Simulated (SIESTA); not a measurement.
The system is SnTe3.

```
Te Sn
1.0
     0.00000    3.86122    3.86122
     3.86122    0.00000    3.86122
     3.86122    3.86122    0.00000
Te Sn
3 1
Cartesian
  3.8612 3.8612 3.8612
  5.7918 5.7918 5.7918
  1.9306 1.9306 1.9306
  0.0000 0.0000 0.0000
```

The cell comes from a database or a generator and needn't be the stable form of this composition.

Base run:

* Program: SIESTA 5.4.2
* Functional: PBEsol
* Potentials or basis: PseudoDojo 0.4 standard (PBEsol files)
* Basis: SZP (energy shift 0.003 Ry)
* Grid cutoff: 500 Ry
* Energy shift: 0.003 Ry
* k mesh: 6 × 6 × 6
* Occupations: fermi-dirac, width 0.05 eV
* Spin: no spin polarisation

Its results: band gap on the k mesh none (metal or under the smearing width); pressure -0.3 GPa.

Problem. The run is repeated on the same cell with these changes: basis from SZP (energy shift 0.003 Ry) to TZP (energy shift 0.003 Ry; two zetas on semicore shells). What comes out?

Solution. Band gap on the k mesh none (metal or under the smearing width); pressure -1.9 GPa.

Caveats: spin-orbit coupling is left out, which moves the levels of the heavy elements; the basis of atomic orbitals isn't converged, which shifts pressures, moduli and gaps.
